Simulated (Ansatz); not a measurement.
I need cell relaxations under several functionals of Li₂RuN₂, space group P-3m1. Use Ansatz 0.2.0 through its Python package. Level of theory (first run): PBE, PAW, cutoff 550 eV, 9×9×5 k-points, Fermi-Dirac smearing of 0.05 eV, D4 dispersion.

The script reads `li2run2.vasp`:
```text
Li2RuN2
1.0
   3.16423270    0.00000000    0.00000000
  -1.58211635    2.74030591    0.00000000
   0.00000000    0.00000000    5.21145000
Li Ru N
2 1 2
Direct
   0.66666667    0.33333333    0.36018000
   0.33333333    0.66666667    0.63982000
   0.00000000    0.00000000    0.00000000
   0.66666667    0.33333333    0.78698900
   0.33333333    0.66666667    0.21301100
```

`li2run2.py`:
```python
# -*- coding: utf-8 -*-
import ansatz
from ase.io import read
import numpy as np

def edges_and_angles(cell):
    cell = np.asarray(cell)
    a, b, c = np.linalg.norm(cell, axis=1)
    cosines = cell[1] @ cell[2] / (b * c), cell[0] @ cell[2] / (a * c), cell[0] @ cell[1] / (a * b)
    return (a, b, c, *np.degrees(np.arccos(cosines)))

atoms = read("li2run2.vasp", format="vasp")
xtal = ansatz.Crystal.from_ase(atoms)

calc = (
    xtal.calculation()
    .kpoints(9, 9, 5)
    .basis(550)
    .occupations("Fermi-Dirac", width=0.05)
    .relax(cell=True)
)

levels = [("pbe", "d4"), ("revpbe", "d3bj"), ("r2scan", "rvv10")]
print("level            a       b       c    alpha   beta  gamma  V/atom  steps")
for name, dispersion in levels:
    seen = []
    run = calc.functional(name, dispersion=dispersion).session().plan()
    res = run.execute(on_event=lambda e: seen.append(e) if e["event"] == "relax_step" else None)
    cell = res.lattice.cell_ang
    label = name if dispersion == "none" else f"{name}+{dispersion}"
    print("{:13s} {:7.4f} {:7.4f} {:7.4f} {:6.2f} {:6.2f} {:6.2f}".format(label, *edges_and_angles(cell)), f"{abs(np.linalg.det(cell)) / len(res.lattice.sites):7.3f} {len(seen):5d}")
```

Output of `python li2run2.py`:
```text
level            a       b       c    alpha   beta  gamma  V/atom  steps
pbe+d4         3.1219  3.1219  5.1316  90.00  90.00 120.00   8.663     6
revpbe+d3bj    3.0976  3.0976  5.0374  90.00  90.00 120.00   8.372     6
r2scan+rvv10   3.1157  3.1157  5.1546  90.00  90.00 120.00   8.667     6
```

From smallest to largest: revPBE+D3BJ (8.37 Å³ an atom, -7.4 % against the start), PBE+D4 (8.66 Å³ an atom, -4.1 % against the start) and r2SCAN+RVV10 (8.67 Å³ an atom, -4.1 % against the start). The spread is 3.5 % in volume.

Spin is left out of this run. Dispersion corrections can be off by several per cent in the lattices of metals, and by several GPa in the pressure at a fixed cell. The mesh is modest for a metal, so energies can be off by several to tens of meV an atom and pressures by half a GPa or more; differences at equal mesh fare better. This cell is a computed structure, which may not be the phase found in nature. Timing: 3.1 min on 1 thread of Arm Neoverse N1, with other jobs on the host, peak memory 0.73 GiB.
